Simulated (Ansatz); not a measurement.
# SiSbH5 (SMILES [SiH3][SbH2]): one structure at several levels

The atoms stand at a structure displaced at random from a GFN2-xTB minimum. How far do the functionals agree with CCSD(T) there?

The runs use Ansatz 0.2.0, Gaussian basis; single points in def2-TZVPP.

Cores are frozen in the correlated methods. Filled d shells of the heavier atoms are correlated. Core potentials replace the inner electrons past krypton, and spin-orbit coupling is left out.

## (1) Starting geometry

SMILES `[SiH3][SbH2]`, 7 atoms, charge 0, spin multiplicity 1.

Atoms are counted from 1 here; the program's logs count them from 0.

Bond lengths: Si1–Sb2 2.634 Å, Si1–H3 1.528 Å, Si1–H4 1.534 Å, Si1–H5 1.525 Å, Sb2–H6 1.766 Å, Sb2–H7 1.782 Å. Angles: Sb2–Si1–H3 108.6°, Sb2–Si1–H4 109.2°, Sb2–Si1–H5 116.8°, H3–Si1–H4 106.5°, H3–Si1–H5 106.8°, H4–Si1–H5 108.5°, Si1–Sb2–H6 91.1°, Si1–Sb2–H7 89.8°, H6–Sb2–H7 88.0°.

As a file:

```
Si   -0.6430   -0.5402   -0.4638
Sb    1.1991    0.1142    1.3020
H    -1.9224   -0.9151    0.2832
H    -0.1949   -1.7984   -1.2176
H    -1.0265    0.5248   -1.4850
H     0.4722    1.7087    1.5218
H     2.1911    0.8149   -0.0017
```

## (2) CCSD(T)/def2-TZVPP

The input, run/in.yaml:

```yaml
crystal:
  periodic: [false, false, false]
  atoms:
    - {symbol: Si, position_ang: [-0.643000, -0.540200, -0.463800]}
    - {symbol: Sb, position_ang: [1.199100, 0.114200, 1.302000]}
    - {symbol: H, position_ang: [-1.922400, -0.915100, 0.283200]}
    - {symbol: H, position_ang: [-0.194900, -1.798400, -1.217600]}
    - {symbol: H, position_ang: [-1.026500, 0.524800, -1.485000]}
    - {symbol: H, position_ang: [0.472200, 1.708700, 1.521800]}
    - {symbol: H, position_ang: [2.191100, 0.814900, -0.001700]}
basis:
  gaussian: {orbitals: def2-TZVPP}
correlation: {method: ccsd_t}
output: {forces: true}
```

The command line of these runs was not kept.

## (3) PBE0-D4/def2-TZVPP

Edit run/in.yaml of step 2 so:

```diff
@@ -12,3 +12,3 @@
   gaussian: {orbitals: def2-TZVPP}
-correlation: {method: ccsd_t}
-output: {forces: true}
+hamiltonian: {xc: pbe0, dispersion: d4}
+output: {forces: true, orbitals: {seedname: orbitals}}
```

## (4) wB97M-V/def2-TZVPP

Edit run/in.yaml of step 3 so:

```diff
@@ -12,3 +12,3 @@
   gaussian: {orbitals: def2-TZVPP}
-hamiltonian: {xc: pbe0, dispersion: d4}
-output: {forces: true, orbitals: {seedname: orbitals}}
+hamiltonian: {xc: {name: wB97M-V}}
+output: {forces: true}
```

## (5) r2SCAN-D4/def2-TZVPP

Edit run/in.yaml of step 4 so:

```diff
@@ -12,3 +12,3 @@
   gaussian: {orbitals: def2-TZVPP}
-hamiltonian: {xc: {name: wB97M-V}}
+hamiltonian: {xc: r2scan, dispersion: d4}
 output: {forces: true}
```

## (6) PBE-D4/def2-TZVPP

Edit run/in.yaml of step 5 so:

```diff
@@ -12,3 +12,3 @@
   gaussian: {orbitals: def2-TZVPP}
-hamiltonian: {xc: r2scan, dispersion: d4}
+hamiltonian: {xc: pbe, dispersion: d4}
 output: {forces: true}
```

## (7) HSE06-D4/def2-TZVPP

Edit run/in.yaml of step 6 so:

```diff
@@ -12,3 +12,3 @@
   gaussian: {orbitals: def2-TZVPP}
-hamiltonian: {xc: pbe, dispersion: d4}
+hamiltonian: {xc: hse06, dispersion: d4}
 output: {forces: true}
```

## (8) wB97X-V/def2-TZVPP

Edit run/in.yaml of step 7 so:

```diff
@@ -12,3 +12,3 @@
   gaussian: {orbitals: def2-TZVPP}
-hamiltonian: {xc: hse06, dispersion: d4}
+hamiltonian: {xc: {name: wB97X-V}}
 output: {forces: true}
```

(Steps that only read results are left out.)

Before running it: what results should come out? Wanted: energy less free atoms, CCSD(T)/def2-TZVPP; RMS force component; RMS force error; HOMO and LUMO, PBE0-D4; T1 diagnostic.

**Answer**, as computed:

| quantity | value |
| --- | --- |
| energy less free atoms, CCSD(T)/def2-TZVPP | -1680.8 kJ/mol |
| RMS force component | 0.357 to 0.585 eV/Å over the methods |
| RMS force error | PBE0-D4 0.066, wB97M-V 0.046, r2SCAN-D4 0.076, PBE-D4 0.200, HSE06-D4 0.068, wB97X-V 0.053 eV/Å |
| HOMO and LUMO, PBE0-D4 | -7.41 and -0.77 eV |
| T1 diagnostic | 0.014 |

**Reading.** Against CCSD(T) the functionals' energies less atoms differ by -73.5 to -13.5 kJ/mol, PBE-D4 by -31.6 kJ/mol. A larger basis would deepen the CCSD(T) value, while the functionals are nearly converged already, so the order here is not reliable. On forces the order runs from wB97M-V to PBE-D4. Frozen-core CCSD(T) forces in triple zeta carry basis errors of their own, and this is one geometry, so small gaps rank nothing.
